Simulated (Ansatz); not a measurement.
Ru, space group P6_3/mmc, cell relaxations under several functionals

Computed with Ansatz 0.2.0 through its Python package.

The cells in order, each with its output:

**Cell 1**
```python
import ansatz as az
import numpy as np
```

**Cell 2**
```python
def edges_and_angles(cell):
    cell = np.asarray(cell)
    a, b, c = np.linalg.norm(cell, axis=1)
    cosines = cell[1] @ cell[2] / (b * c), cell[0] @ cell[2] / (a * c), cell[0] @ cell[1] / (a * b)
    return (a, b, c, *np.degrees(np.arccos(cosines)))
```

**Cell 3**
```python
lattice = az.Lattice.of(
    (2.7058, 0.0, 0.0),
    (-1.3529, 2.343292, 0.0),
    (0.0, 0.0, 4.2819),
)
sites = [
    ('Ru', (1 / 3, 2 / 3, 0.25)),
    ('Ru', (2 / 3, 1 / 3, 0.75)),
]
ru = az.Crystal(lattice=lattice)
for symbol, position in sites:
    ru = ru.atom(symbol, position)
```

**Cell 4**
```python
calc = (
    ru.calculation()
    .kpoints(14, 14, 8)
    .occupations('fermi_dirac', width=0.1)
    .relax(cell=True)
)
```

**Cell 5**
```python
levels = [('lda', 'none'), ('rpbe', 'none'), ('r2scan', 'rvv10')]
print('level            a       b       c    alpha   beta  gamma  V/atom  steps')
for name, dispersion in levels:
    seen = []
    run = calc.functional(name, dispersion=dispersion).session().plan()
    result = run.execute(on_event=lambda e: seen.append(e) if e['event'] == 'relax_step' else None)
    cell = result.lattice.cell_ang
    label = name if dispersion == 'none' else f'{name}+{dispersion}'
    print('{:13s} {:7.4f} {:7.4f} {:7.4f} {:6.2f} {:6.2f} {:6.2f}'.format(label, *edges_and_angles(cell)), f'{abs(np.linalg.det(cell)) / len(result.lattice.sites):7.3f} {len(seen):5d}')
```
Output:
```text
level            a       b       c    alpha   beta  gamma  V/atom  steps
DeckWarning: basis.ecutwfc = 420 eV, auto-derived from the records' recommended cutoffs: set by Ru (normal level)
lda            2.6761  2.6761  4.2233  90.00  90.00 120.00  13.097     5
rpbe           2.7355  2.7355  4.3139  90.00  90.00 120.00  13.977     5
DeckWarning: basis.ecutwfc = 500 eV, auto-derived from the records' recommended cutoffs: set by Ru (their level for a meta-GGA)
r2scan+rvv10   2.6972  2.6972  4.2531  90.00  90.00 120.00  13.398     5
```

From smallest to largest: LDA (13.10 Å³ an atom, -3.5 % against the start), r2SCAN+RVV10 (13.40 Å³ an atom, -1.3 % against the start) and RPBE (13.98 Å³ an atom, +3.0 % against the start). The spread is 6.7 % in volume.

Notes:
- Forces vanish by symmetry, so the ions can't move, and the end may be a saddle.
- Dispersion corrections can be off by several per cent in the lattices of metals, and by several GPa in the pressure at a fixed cell.
- Warnings are shown shortened and without file and line.
- It ran for 100 s on 1 thread of Intel(R) Xeon(R) Platinum 8259CL CPU @ 2.50GHz (Skylake/Cascade Lake), with other jobs on the host, peak memory 0.63 GiB.
